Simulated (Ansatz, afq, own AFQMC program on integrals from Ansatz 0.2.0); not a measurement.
# TiCl2 (triplet): quantum Monte Carlo beside coupled cluster as a fragment species, def2-TZVP

Aim: compute TiCl2 (triplet) with auxiliary-field quantum Monte Carlo on the same integrals as coupled cluster, and set the energies side by side.

Computed with Ansatz 0.2.0, Gaussian basis, and an in-house AFQMC program (afq) on its integrals; all values are calculated. Level: def2-TZVP, frozen cores.

The runs, in order: CCSD(T) on UHF; CCSD(T) on UHF; PBE (unrestricted); CCSD(T) on UHF; r2SCAN (unrestricted); PBE0 (unrestricted); B3LYP (unrestricted); B2PLYP (unrestricted); Phaseless AFQMC, CISD trial on UHF.

2 further runs of the same task are left out: 2 that didn't finish.

### 1 The geometry

The geometry is a PBE0/def2-SVP stationary point (not a proven minimum).

3 atoms, charge 0, spin multiplicity 3.

Atoms are counted from 1 here; the program's logs count them from 0.

Bond lengths: Ti1–Cl2 2.229 Å, Ti1–Cl3 2.229 Å. Angles: Cl2–Ti1–Cl3 178.3°.

### 2 CCSD(T) on UHF

File in.yaml:

```yaml
crystal:
  periodic: [false, false, false]
  atoms:
    - {symbol: Ti, position_ang: [-0.168598, -0.360007, -0.334823]}
    - {symbol: Cl, position_ang: [1.306463, -1.828809, 0.463597]}
    - {symbol: Cl, position_ang: [-1.628606, 1.088216, -1.196034]}
basis:
  gaussian: {orbitals: def2-TZVP}
magnetization: {spin_polarized: true, initial_magnetization: 2}
correlation: {method: ccsd_t, electrons: outside_noble_gas, hamiltonian_folder: ham}
```

The run is started by

```
> ansatz run in.yaml --threads 1 --pin off --events-out ev --progress --plain --max-ram 24576MiB --backend cuda --devices 0, --max-vram 18GiB
```

Log, shortened:

```text
Functional definition: HF
  name "HF"
  cite "Fock, Z. Phys. 61, 126 (1930) doi:10.1007/BF01340294"
  parent pbe
[...]
830 factors; integrals over basis functions are off by at most 6.0e-4 eV
[...]
mean field -48099.25177929 eV, -1767.6149000451 hartree, gradient 3.2e-6 eV, S^2 2.012393; 15 other end points of the search recorded, 0 dependent functions left out
determinant -48099.25177929 eV, -1767.6149000451 hartree, with singles and doubles -48111.86315435 eV, -1768.0783595301 hartree
determinant -48098.92819179 eV, -1767.6030084237 hartree, with singles and doubles -48111.35238825 eV, -1768.0595892222 hartree
determinant -48098.92783174 eV, -1767.6029951923 hartree, with singles and doubles -48111.35209683 eV, -1768.0595785129 hartree
determinant -48098.76793723 eV, -1767.5971191772 hartree, with singles and doubles -48111.26341907 eV, -1768.0563196651 hartree
determinant -48098.76745982 eV, -1767.5971016329 hartree, with singles and doubles -48111.26298894 eV, -1768.0563038582 hartree
determinant -48098.72389414 eV, -1767.5955006237 hartree, with singles and doubles -48111.33280637 eV, -1768.0588696016 hartree
determinant -48097.90631014 eV, -1767.5654549660 hartree, with singles and doubles -48110.45411690 eV, -1768.0265783589 hartree
determinant -48099.25177929 eV, -1767.6149000451 hartree, with singles and doubles -48111.86108329 eV, -1768.0782834202 hartree
determinant -48098.92819179 eV, -1767.6030084237 hartree, with singles and doubles -48111.35331703 eV, -1768.0596233541 hartree
determinant -48098.92783174 eV, -1767.6029951923 hartree, with singles and doubles -48111.35303319 eV, -1768.0596129234 hartree
determinant -48098.72389414 eV, -1767.5955006237 hartree, with singles and doubles -48111.36994355 eV, -1768.0602343676 hartree
19 core orbitals not correlated: weight in the atoms' cores, before any rotation towards them, 0.996 or more for the frozen orbitals, at most 0.003 for the correlated occupied ones
reference -48099.25177929 eV, -1767.6149000451 hartree; 10, 8 occupied and 90, 92 virtual orbitals, 830 factors
second order -11.55172810 eV of doubles, -0.00000000 eV of singles
cycle   1  -12.60930618 eV  change   -2.2e-6 eV  update   3.1e-6
perturbative correction -0.55812880 eV, -0.0205108551 hartree
Total energy: -48112.41921427 eV, -1768.0987943554 hartree
```

Run time: 30 s. Hardware: 1 × NVIDIA H100 80GB HBM3 with 1 thread of AMD EPYC 7R13 (Zen 3), shared host; peak host memory 2.7 GiB.

From the report: ⟨S²⟩ of the determinant 2.012 (pure triplet: 2.00); correlation -13.1674 eV; T1 0.020; largest double amplitude 0.02.

This run also writes the integrals to the folder ham.

### 3 CCSD(T) on UHF

in.yaml, as its differences from that of step 2:

```diff
@@ -7,4 +7,4 @@
 basis:
-  gaussian: {orbitals: def2-TZVP}
+  gaussian: {orbitals: def2-TZVPP}
 magnetization: {spin_polarized: true, initial_magnetization: 2}
-correlation: {method: ccsd_t, electrons: outside_noble_gas, hamiltonian_folder: ham}
+correlation: {method: ccsd_t, electrons: outside_noble_gas}
```

Launched as before.

Log, shortened:

```text
Functional definition: HF
  name "HF"
  cite "Fock, Z. Phys. 61, 126 (1930) doi:10.1007/BF01340294"
  parent pbe
[...]
940 factors; integrals over basis functions are off by at most 1.0e-3 eV
[...]
mean field -48099.37474042 eV, -1767.6194187831 hartree, gradient 1.6e-6 eV, S^2 2.012775; 15 other end points of the search recorded, 0 dependent functions left out
determinant -48099.37474042 eV, -1767.6194187831 hartree, with singles and doubles -48112.28535538 eV, -1768.0938751318 hartree
determinant -48099.05711353 eV, -1767.6077462102 hartree, with singles and doubles -48111.78737015 eV, -1768.0755745121 hartree
determinant -48099.05674839 eV, -1767.6077327916 hartree, with singles and doubles -48111.78706363 eV, -1768.0755632477 hartree
determinant -48098.88717521 eV, -1767.6015010922 hartree, with singles and doubles -48111.69657879 eV, -1768.0722379912 hartree
[...]
determinant -48099.37474042 eV, -1767.6194187831 hartree, with singles and doubles -48112.28142149 eV, -1768.0937305642 hartree
determinant -48099.05711353 eV, -1767.6077462102 hartree, with singles and doubles -48111.78765366 eV, -1768.0755849310 hartree
determinant -48099.05674839 eV, -1767.6077327916 hartree, with singles and doubles -48111.78735406 eV, -1768.0755739211 hartree
determinant -48098.82008596 eV, -1767.5990356078 hartree, with singles and doubles -48111.78893896 eV, -1768.0756321648 hartree
19 core orbitals not correlated: weight in the atoms' cores, before any rotation towards them, 0.996 or more for the frozen orbitals, at most 0.003 for the correlated occupied ones
reference -48099.37474042 eV, -1767.6194187831 hartree; 10, 8 occupied and 119, 121 virtual orbitals, 940 factors
second order -11.88287891 eV of doubles, -0.00000000 eV of singles
cycle   1  -12.90668379 eV  change   -2.7e-6 eV  update   3.5e-6
perturbative correction -0.58556127 eV, -0.0215189798 hartree
Total energy: -48112.86698548 eV, -1768.1152496437 hartree
```

Wall time 28 s (1 × NVIDIA H100 80GB HBM3 with 1 thread of AMD EPYC 7R13 (Zen 3), shared host); peak host memory 2.7 GiB.

From the report: ⟨S²⟩ of the determinant 2.013 (pure triplet: 2.00); correlation -13.4922 eV; T1 0.021; largest double amplitude 0.02.

### 4 PBE (unrestricted)

in.yaml, as its differences from that of step 3:

```diff
@@ -7,4 +7,5 @@
 basis:
-  gaussian: {orbitals: def2-TZVPP}
+  gaussian: {orbitals: def2-TZVP}
 magnetization: {spin_polarized: true, initial_magnetization: 2}
-correlation: {method: ccsd_t, electrons: outside_noble_gas}
+hamiltonian: {xc: {name: PBE}}
+output: {orbitals: {seedname: orbitals}}
```

The run is started by

```
> ansatz run in.yaml --threads 1 --pin off --events-out ev --progress --plain --max-ram 8192MiB --backend cpu
```

Log, shortened:

```text
Functional definition: PBE
  name "PBE"
  cite "Perdew, Burke & Ernzerhof, Phys. Rev. Lett. 77, 3865 (1996) doi:10.1103/PhysRevLett.77.3865"
  parent pbe
[...]
925 factors; their error is unknown
[...]
mean field -48147.68312100 eV, -1769.3947190249 hartree, gradient 1.5e-6 eV, S^2 2.009578; 22 other end points of the search recorded, 0 dependent functions left out
reference -48147.68317032 eV, -1769.3947208375 hartree; 29, 27 occupied and 90, 92 virtual orbitals, 925 factors
Total energy: -48147.68317032 eV, -1769.3947208375 hartree
```

It took 86 s on 1 thread of AMD EPYC 7R13 (Zen 3), shared host; peak memory 2.7 GiB.

From the report: ⟨S²⟩ of the determinant 2.010 (pure triplet: 2.00).

### 5 CCSD(T) on UHF

in.yaml, as its differences from that of step 4:

```diff
@@ -7,5 +7,4 @@
 basis:
-  gaussian: {orbitals: def2-TZVP}
+  gaussian: {orbitals: "def2-QZVPP.json"}
 magnetization: {spin_polarized: true, initial_magnetization: 2}
-hamiltonian: {xc: {name: PBE}}
-output: {orbitals: {seedname: orbitals}}
+correlation: {method: ccsd_t, electrons: outside_noble_gas}
```

The run is started by

```
> ansatz run in.yaml --threads 1 --pin off --events-out ev --progress --plain --max-ram 24576MiB --backend cuda --devices 0, --max-vram 18GiB
```

Log, shortened:

```text
Functional definition: HF
  name "HF"
  cite "Fock, Z. Phys. 61, 126 (1930) doi:10.1007/BF01340294"
  parent pbe
[...]
1445 factors; integrals over basis functions are off by at most 6.7e-4 eV
[...]
mean field -48100.49901603 eV, -1767.6607351499 hartree, gradient 4.3e-6 eV, S^2 2.012820; 17 other end points of the search recorded, 0 dependent functions left out
determinant -48100.49901603 eV, -1767.6607351499 hartree, with singles and doubles -48114.61332945 eV, -1768.1794266009 hartree
determinant -48100.27983190 eV, -1767.6526802815 hartree, with singles and doubles -48114.22939613 eV, -1768.1653173117 hartree
determinant -48100.18263517 eV, -1767.6491083676 hartree, with singles and doubles -48114.13563857 eV, -1768.1618717848 hartree
determinant -48100.18227356 eV, -1767.6490950786 hartree, with singles and doubles -48114.13571302 eV, -1768.1618745209 hartree
[...]
determinant -48100.27983190 eV, -1767.6526802815 hartree, with singles and doubles -48114.15761826 eV, -1768.1626795237 hartree
determinant -48100.18263517 eV, -1767.6491083676 hartree, with singles and doubles -48114.05934011 eV, -1768.1590678684 hartree
determinant -48100.18227356 eV, -1767.6490950786 hartree, with singles and doubles -48114.05903755 eV, -1768.1590567495 hartree
determinant -48099.93368285 eV, -1767.6399595386 hartree, with singles and doubles -48114.04336623 eV, -1768.1584808389 hartree
19 core orbitals not correlated: weight in the atoms' cores, before any rotation towards them, 0.996 or more for the frozen orbitals, at most 0.003 for the correlated occupied ones
reference -48100.49901603 eV, -1767.6607351499 hartree; 10, 8 occupied and 204, 206 virtual orbitals, 1445 factors
second order -13.07867093 eV of doubles, -0.00000000 eV of singles
cycle   1  -14.03216649 eV  change    2.4e-7 eV  update   7.5e-6
perturbative correction -0.69270852 eV, -0.0254565685 hartree
Total energy: -48115.22389104 eV, -1768.2018643258 hartree
```

Wall time 40 s (1 × NVIDIA H100 80GB HBM3 with 1 thread of AMD EPYC 7R13 (Zen 3), shared host); peak host memory 2.7 GiB.

From the report: ⟨S²⟩ of the determinant 2.013 (pure triplet: 2.00); correlation -14.7249 eV; T1 0.020; largest double amplitude 0.02.

### 6 r2SCAN (unrestricted)

in.yaml, as its differences from that of step 5:

```diff
@@ -7,4 +7,4 @@
 basis:
-  gaussian: {orbitals: "def2-QZVPP.json"}
+  gaussian: {orbitals: def2-TZVP}
 magnetization: {spin_polarized: true, initial_magnetization: 2}
-correlation: {method: ccsd_t, electrons: outside_noble_gas}
+hamiltonian: {xc: {name: r2SCAN}}
```

The run is started by

```
> ansatz run in.yaml --threads 1 --pin off --events-out ev --progress --plain --max-ram 8192MiB --backend cpu
```

Log, shortened:

```text
Functional definition: r2SCAN
  name "r2SCAN"
  cite "Furness, Kaplan, Ning, Perdew & Sun, J. Phys. Chem. Lett. 11, 8208 (2020) doi:10.1021/acs.jpclett.0c02405"
  cite "Furness, Kaplan, Ning, Perdew & Sun, J. Phys. Chem. Lett. 11, 9248 (2020) doi:10.1021/acs.jpclett.0c03077"
  parent r2scan
[...]
925 factors; their error is unknown
[...]
mean field -48161.66291193 eV, -1769.9084668659 hartree, gradient 1.9e-6 eV, S^2 2.012231; 35 other end points of the search recorded, 0 dependent functions left out
reference -48161.66293088 eV, -1769.9084675620 hartree; 29, 27 occupied and 90, 92 virtual orbitals, 925 factors
Total energy: -48161.66293088 eV, -1769.9084675620 hartree
```

Run time: 3.4 min. Hardware: 1 thread of AMD EPYC 7R13 (Zen 3), shared host; peak memory 2.7 GiB.

From the report: ⟨S²⟩ of the determinant 2.012 (pure triplet: 2.00).

### 7 PBE0 (unrestricted)

in.yaml, as its differences from that of step 6:

```diff
@@ -9,2 +9,3 @@
 magnetization: {spin_polarized: true, initial_magnetization: 2}
-hamiltonian: {xc: {name: r2SCAN}}
+hamiltonian: {xc: {name: PBE0}}
+output: {orbitals: {seedname: orbitals}}
```

Launched as before.

Log, shortened:

```text
Functional definition: PBE0
  name "PBE0"
  cite "Adamo & Barone, J. Chem. Phys. 110, 6158 (1999) doi:10.1063/1.478522"
  cite "Perdew, Burke & Ernzerhof, Phys. Rev. Lett. 77, 3865 (1996) doi:10.1103/PhysRevLett.77.3865"
  parent pbe
[...]
1002 factors; their error is unknown
[...]
mean field -48150.40559050 eV, -1769.4947679337 hartree, gradient 6.5e-6 eV, S^2 2.008743; 14 other end points of the search recorded, 0 dependent functions left out
reference -48150.40562582 eV, -1769.4947692318 hartree; 29, 27 occupied and 90, 92 virtual orbitals, 1002 factors
Total energy: -48150.40562582 eV, -1769.4947692318 hartree
```

Run time: 1.7 min. Hardware: 1 thread of AMD EPYC 7R13 (Zen 3), shared host; peak memory 2.7 GiB.

From the report: ⟨S²⟩ of the determinant 2.009 (pure triplet: 2.00).

### 8 B3LYP (unrestricted)

in.yaml, as its differences from that of step 7:

```diff
@@ -9,3 +9,2 @@
 magnetization: {spin_polarized: true, initial_magnetization: 2}
-hamiltonian: {xc: {name: PBE0}}
-output: {orbitals: {seedname: orbitals}}
+hamiltonian: {xc: {name: B3LYP}}
```

Launched as before.

Log, shortened:

```text
Functional definition: B3LYP
  name "B3LYP"
  cite "Stephens, Devlin, Chabalowski & Frisch, J. Phys. Chem. 98, 11623 (1994) doi:10.1021/j100096a001"
  cite "Becke, Phys. Rev. A 38, 3098 (1988) doi:10.1103/PhysRevA.38.3098"
  cite "Lee, Yang & Parr, Phys. Rev. B 37, 785 (1988) doi:10.1103/PhysRevB.37.785"
  cite "Vosko, Wilk & Nusair, Can. J. Phys. 58, 1200 (1980) doi:10.1139/p80-159"
[...]
989 factors; their error is unknown
[...]
mean field -48165.38917794 eV, -1770.0454046159 hartree, gradient 1.6e-6 eV, S^2 2.006278; 9 other end points of the search recorded, 0 dependent functions left out
reference -48165.38941048 eV, -1770.0454131615 hartree; 29, 27 occupied and 90, 92 virtual orbitals, 989 factors
Total energy: -48165.38941048 eV, -1770.0454131615 hartree
```

It took 76 s on 1 thread of AMD EPYC 7R13 (Zen 3), shared host; peak memory 2.7 GiB.

From the report: ⟨S²⟩ of the determinant 2.006 (pure triplet: 2.00).

### 9 B2PLYP (unrestricted)

in.yaml, as its differences from that of step 8:

```diff
@@ -9,2 +9,3 @@
 magnetization: {spin_polarized: true, initial_magnetization: 2}
-hamiltonian: {xc: {name: B3LYP}}
+hamiltonian: {xc: {name: B2PLYP}}
+correlation: {electrons: outside_noble_gas}
```

Same command.

Log, shortened:

```text
Functional definition: B2PLYP
  name "B2PLYP"
  cite "Grimme, J. Chem. Phys. 124, 034108 (2006) doi:10.1063/1.2148954"
  cite "Becke, Phys. Rev. A 38, 3098 (1988) doi:10.1103/PhysRevA.38.3098"
  cite "Lee, Yang & Parr, Phys. Rev. B 37, 785 (1988) doi:10.1103/PhysRevB.37.785"
[...]
830 factors; integrals over basis functions are off by at most 6.0e-4 eV
[...]
mean field -48146.28566721 eV, -1769.3433635453 hartree, gradient 2.6e-10 eV, S^2 2.007398; 7 other end points of the search recorded, 0 dependent functions left out
19 core orbitals not correlated: weight in the atoms' cores, before any rotation towards them, 0.997 or more for the frozen orbitals, at most 0.002 for the correlated occupied ones
reference -48146.28581287 eV, -1769.3433688983 hartree; 10, 8 occupied and 90, 92 virtual orbitals, 830 factors
second order -14.50993203 eV of doubles, -0.00000000 eV of singles
Total energy: -48150.20349452 eV, -1769.4873410433 hartree
```

It took 1.7 min on 1 thread of AMD EPYC 7R13 (Zen 3), shared host; peak memory 2.7 GiB.

From the report: ⟨S²⟩ of the determinant 2.007 (pure triplet: 2.00).

### 10 Phaseless AFQMC, CISD trial on UHF

It reads the integrals that the CCSD(T) run on this determinant wrote.

The run is started by

```
> afq ham --method phaseless --trial cisd --walkers 1500 --populations 20 --least-time 60 --time-step 0.005 --steps-per-block 50 --equilibration-blocks 40 --max-blocks 4000 --target-error 0.00026 --factor-cut 1e-05 --start spin_pure --seed 7556 --release-times 0.24,0.6,1.2,1.8,2.6 --release-step 0.04 --release-every 4 --taylor-order 6
```

Log:

```text
orbitals 100  electrons 10 8  factors 739 of 830
reference energy -1767.61490005 Eh
CCSD correlation -0.46338350 Eh in 12 cycles, weight of the determinant in the CISD state 0.8206
energy of the start -1768.077941 Eh
 block  time / (1/Eh)  mean weight  energy / Eh
     1     0.250  0.9991  -1768.066713
     2     0.500  1.0002  -1768.074483
     3     0.750  1.0003  -1768.080828
     4     1.000  1.0003  -1768.086082
     5     1.250  0.9995  -1768.089742
     6     1.500  0.9997  -1768.091690
     7     1.750  0.9995  -1768.092187
     8     2.000  1.0001  -1768.095336
     9     2.250  1.0006  -1768.098543
    10     2.500  0.9997  -1768.095709
    13     3.250  0.9997  -1768.096996
    25     6.250  0.9996  -1768.099660
    37     9.250  0.9995  -1768.102460
    49    12.250  0.9996  -1768.100992
    61    15.250  0.9997  -1768.100529
    73    18.250  1.0000  -1768.101729
    85    21.250  0.9999  -1768.100884
    97    24.250  0.9996  -1768.100340
   109    27.250  1.0003  -1768.103094
   121    30.250  1.0010  -1768.097719
   133    33.250  1.0006  -1768.100515
   145    36.250  1.0010  -1768.103598
   157    39.250  1.0003  -1768.100775
   169    42.250  1.0001  -1768.098055
   181    45.250  0.9998  -1768.103475
   193    48.250  0.9993  -1768.101639
   205    51.250  0.9993  -1768.100729
   217    54.250  1.0001  -1768.101522
   229    57.250  0.9998  -1768.100455
   241    60.250  1.0002  -1768.104837
   253    63.250  0.9996  -1768.099195
   265    66.250  1.0004  -1768.099994
   277    69.250  1.0001  -1768.102176
   289    72.250  0.9999  -1768.099765
   301    75.250  0.9992  -1768.100820
   313    78.250  0.9998  -1768.099374
   325    81.250  0.9997  -1768.101093
   337    84.250  1.0009  -1768.101397
   349    87.250  1.0002  -1768.101920
   361    90.250  1.0000  -1768.098361
   373    93.250  0.9994  -1768.100719
   385    96.250  0.9997  -1768.097923
   397    99.250  0.9999  -1768.100856
   409   102.250  0.9998  -1768.100744
   421   105.250  1.0006  -1768.098823
   433   108.250  0.9997  -1768.099517
   445   111.250  1.0002  -1768.101739
   457   114.250  0.9997  -1768.102113
   469   117.250  0.9999  -1768.099746
   481   120.250  1.0002  -1768.101944
   493   123.250  0.9995  -1768.100274
error from the spread of 20 populations
released: time / (1/Eh)  energy / Eh  error  mean overlap
  0.24  -1768.101205  0.000139  0.9952
  0.60  -1768.101369  0.000151  0.9958
  1.20  -1768.101438  0.000242  0.9893
  1.80  -1768.102290  0.000448  0.9754
  2.60  -1768.101610  0.000479  0.9717
energy -1768.100631 +/- 0.000137 Eh
```

Run time: 13 min. Hardware: 1 × NVIDIA H100 80GB HBM3 with 2 threads of AMD EPYC 7R13 (Zen 3), shared host; peak host memory 2.7 GiB.

Energy -48112.4692 ± 0.0037 eV. Caveats: constraint bias not in the error.

### 11 AFQMC on the ladder

On the UHF determinant, counted from CCSD(T) (a yardstick, not exact):

| level | energy (eV) | from CCSD(T) (kJ/mol) | statistical error (kJ/mol) | time |
| --- | --- | --- | --- | --- |
| HF | -48099.2518 | +1270.5 |  |  |
| MP2 | -48110.8035 | +155.9 |  |  |
| CCSD | -48111.8611 | +53.9 |  |  |
| CCSD(T) | -48112.4192 | 0.0 |  |  |
| Phaseless AFQMC, CISD trial, step 0.005, 1500 walkers | -48112.4692 | -4.8 | 0.4 | 13 min |

The functionals' totals stand on their own zeros and serve differences with other points: PBE -48147.683 eV; r2SCAN -48161.663 eV; PBE0 -48150.406 eV; B3LYP -48165.389 eV; B2PLYP -48150.203 eV.

### 12 Outcome

```
                                       quantity              value
Phaseless AFQMC, CISD trial on UHF from CCSD(T)  -4.8 ± 0.4 kJ/mol
```

What this shows: On UHF the phaseless walk with the CISD trial lies -4.8 kJ/mol from CCSD(T), 13 times its error bar. Error bars are statistical and leave out the constraint, the time step and what remains of the start.
